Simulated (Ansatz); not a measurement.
# C4H8AlN: the cost of one run

Computed with Ansatz 0.2.0, Gaussian basis. Level: functionals in def2-TZVPP, the program's frozen cores in correlated methods.

Plan: PBE-D4, r2SCAN-D4, PBE0-D4, B3LYP-D4, ωB97X-V, ωB97M-V, B2PLYP; CCSD(T)/def2-TZVPP; MP2/def2-QZVPP; extrapolation to the limit.

### 1 The geometry

All runs share one geometry, relaxed beforehand with PBE0-D4 in a triple-zeta def2 set.

SMILES `C#[C][Al]([CH3])[NH]C`, 14 atoms, charge 0, spin multiplicity 1.

Atoms are counted from 1 here; the program's logs count them from 0.

Bond lengths: C1–C2 1.211 Å, C1–H7 1.067 Å, C2–Al3 1.914 Å, Al3–C4 1.943 Å, Al3–N5 1.766 Å, C4–H8 1.094 Å, C4–H9 1.093 Å, C4–H10 1.094 Å, N5–C6 1.445 Å, N5–H11 1.010 Å, C6–H12 1.097 Å, C6–H13 1.093 Å, C6–H14 1.097 Å. Angles: C2–C1–H7 179.9°, C1–C2–Al3 178.8°, C2–Al3–C4 122.3°, C2–Al3–N5 114.9°, C4–Al3–N5 122.8°, Al3–C4–H8 110.7°, Al3–C4–H9 113.0°, Al3–C4–H10 110.8°, H8–C4–H9 107.7°, H8–C4–H10 106.6°, H9–C4–H10 107.8°, Al3–N5–C6 129.7°, Al3–N5–H11 118.3°, C6–N5–H11 112.0°, N5–C6–H12 112.4°, N5–C6–H13 110.1°, N5–C6–H14 112.4°, H12–C6–H13 107.0° and more.

### 2 PBE-D4 (GGA)

The input, in.yaml:

```yaml
crystal:
  periodic: [false, false, false]
  atoms:
    - {symbol: C, position_ang: [2.833509, 1.408695, -1.669959]}
    - {symbol: C, position_ang: [1.901317, 0.977621, -1.028785]}
    - {symbol: Al, position_ang: [0.439334, 0.317421, 0.015846]}
    - {symbol: C, position_ang: [0.187360, 0.810663, 1.877748]}
    - {symbol: N, position_ang: [-0.654910, -0.771472, -0.842853]}
    - {symbol: C, position_ang: [-1.843350, -1.446545, -0.372442]}
    - {symbol: H, position_ang: [3.654072, 1.787389, -2.236507]}
    - {symbol: H, position_ang: [1.026934, 0.462471, 2.487466]}
    - {symbol: H, position_ang: [-0.728551, 0.399202, 2.308542]}
    - {symbol: H, position_ang: [0.150388, 1.898521, 1.989604]}
    - {symbol: H, position_ang: [-0.457122, -0.982842, -1.810031]}
    - {symbol: H, position_ang: [-1.754816, -2.538315, -0.429437]}
    - {symbol: H, position_ang: [-2.027623, -1.194683, 0.674742]}
    - {symbol: H, position_ang: [-2.739343, -1.157429, -0.935133]}
basis:
  gaussian: {orbitals: def2-TZVPP}
hamiltonian: {xc: pbe, dispersion: d4}
output: {forces: true, orbitals: {seedname: orbitals}}
```

The run is started by

```sh
ansatz run in.yaml --threads 4 --pin off --events-out ev --progress --plain --max-ram 10444MiB
```

What time and memory should one allow on 4 threads of Arm Neoverse V1, shared host?

About 3.5 s, with a peak of 0.43 GiB.
